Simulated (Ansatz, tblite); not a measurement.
# B(PF3)H3 (BF₃H₃P): a ladder of methods and basis sets

The task here is to estimate one member of a computed series from the others.

Program: Ansatz 0.2.0, Gaussian basis. Level of theory: as each input shows. These are calculated values, not measurements.

Plan: GFN1-xTB, GFN2-xTB, PBE-D4/def2-TZVP, r2SCAN-D4/def2-TZVP, HF/def2-TZVP, revPBE-D4/def2-TZVP, PBE-QIDH/def2-TZVP, LDA/def2-TZVP, ωB97M-V/def2-TZVP, ωB97X-V/def2-TZVP, BLYP-D4/def2-TZVP, PBE-D4/def2-SVP, PBE0-D4/def2-SVP, HF/STO-3G, CCSD(T)/def2-TZVPP, MP2/def2-TZVP, RPA/def2-TZVP.

## The geometry

The geometry is that of the singlet, from an earlier relaxation (B3LYP-D4/def2-SVP).

8 atoms, charge 0, spin multiplicity 1.

Bond lengths: B1–P2 1.858 Å, B1–H6 1.216 Å, B1–H7 1.216 Å, B1–H8 1.216 Å, P2–F3 1.577 Å, P2–F4 1.577 Å, P2–F5 1.577 Å. Angles: P2–B1–H6 102.6°, P2–B1–H7 102.8°, P2–B1–H8 102.8°, H6–B1–H7 115.3°, H6–B1–H8 115.2°, H7–B1–H8 115.4°, B1–P2–F3 118.1°, B1–P2–F4 117.9°, B1–P2–F5 117.9°, F3–P2–F4 99.8°, F3–P2–F5 99.8°, F4–P2–F5 99.8°.

PBE0-D4/def2-TZVP was run before; its log isn't repeated, and its numbers join the tables.

Set-up of the first run:

Tight binding, by tblite at 300 K electronic temperature and without a spin-polarisation term:

```python
tblite.interface.Calculator('GFN1-xTB', numbers, positions, charge=0, uhf=0).singlepoint()
```

Tight binding, by tblite at 300 K electronic temperature and without a spin-polarisation term:

```python
tblite.interface.Calculator('GFN2-xTB', numbers, positions, charge=0, uhf=0).singlepoint()
```

start.molden holds the orbitals of an earlier run on this state, given as this run's starting guess.

in.yaml

```yaml
crystal:
  periodic: [false, false, false]
  atoms:
    - {symbol: B, position_ang: [-0.003370, 0.003700, -1.105629]}
    - {symbol: P, position_ang: [0.000462, -0.002351, 0.752622]}
    - {symbol: F, position_ang: [-1.386678, 0.082326, 1.497833]}
    - {symbol: F, position_ang: [0.774348, 1.155677, 1.491858]}
    - {symbol: F, position_ang: [0.623184, -1.252749, 1.484114]}
    - {symbol: H, position_ang: [1.181565, -0.056803, -1.373115]}
    - {symbol: H, position_ang: [-0.541698, 1.061257, -1.370630]}
    - {symbol: H, position_ang: [-0.647793, -0.991058, -1.377053]}
basis:
  gaussian: {orbitals: def2-TZVP, initial_orbitals: start.molden}
hamiltonian: {xc: pbe, dispersion: d4}
scf: {omitted_lower_state_checks: [starts]}
output: {orbitals: {seedname: orbitals}}
```

Run with:

```bash
ansatz run in.yaml --threads 4 --pin off --events-out ev --progress --plain --max-ram 3916MiB
```

Among the steps run: PBE-D4/def2-TZVP; r2SCAN-D4/def2-TZVP; HF/def2-TZVP; revPBE-D4/def2-TZVP; PBE-QIDH/def2-TZVP; LDA/def2-TZVP; ωB97M-V/def2-TZVP; ωB97X-V/def2-TZVP; BLYP-D4/def2-TZVP; PBE-D4/def2-SVP; PBE0-D4/def2-SVP; HF/STO-3G; CCSD(T)/def2-TZVPP; MP2/def2-TZVP; RPA/def2-TZVP.

One of the session's tables, all rows but one given; the rest of the session is left out.

```
             method  binding an atom (eV)
          HF/STO-3G                 2.499
       HF/def2-TZVP                 2.563
      HF/def2-TZVPP                 2.567
      LDA/def2-TZVP                 4.284
    PBE-D4/def2-SVP                 3.678
   PBE-D4/def2-TZVP                 3.735
revPBE-D4/def2-TZVP                 3.617
  BLYP-D4/def2-TZVP                 3.660
r2SCAN-D4/def2-TZVP                 3.669
   PBE0-D4/def2-SVP                 3.537
  PBE0-D4/def2-TZVP                 3.615
  ωB97X-V/def2-TZVP                     ?
  ωB97M-V/def2-TZVP                 3.666
      MP2/def2-TZVP                 3.599
    CCSD/def2-TZVPP                 3.446
 CCSD(T)/def2-TZVPP                 3.511
```

**Question.** Estimate the row for ωB97X-V/def2-TZVP.

The run gave: binding an atom (eV): 3.658. In the column «binding an atom (eV)» it lies between revPBE-D4/def2-TZVP (3.617) and BLYP-D4/def2-TZVP (3.660).

Among the levels timed on like hardware and quicker than the yardstick, those that no quicker one beats, quickest first: HF/STO-3G (0.62 s, -1.013 eV); HF/def2-TZVP (2.5 s, -0.949 eV); LDA/def2-TZVP (2.5 s, +0.773 eV); revPBE-D4/def2-TZVP (2.6 s, +0.106 eV); PBE0-D4/def2-SVP (3.3 s, +0.026 eV).

Caveats from the session: Free atoms were run apart at each level; binding is atoms less cluster, divided by the number of atoms, without zero-point or spin-orbit terms. CCSD(T)/def2-TZVPP isn't at the basis-set limit; small misses against it rank nothing.
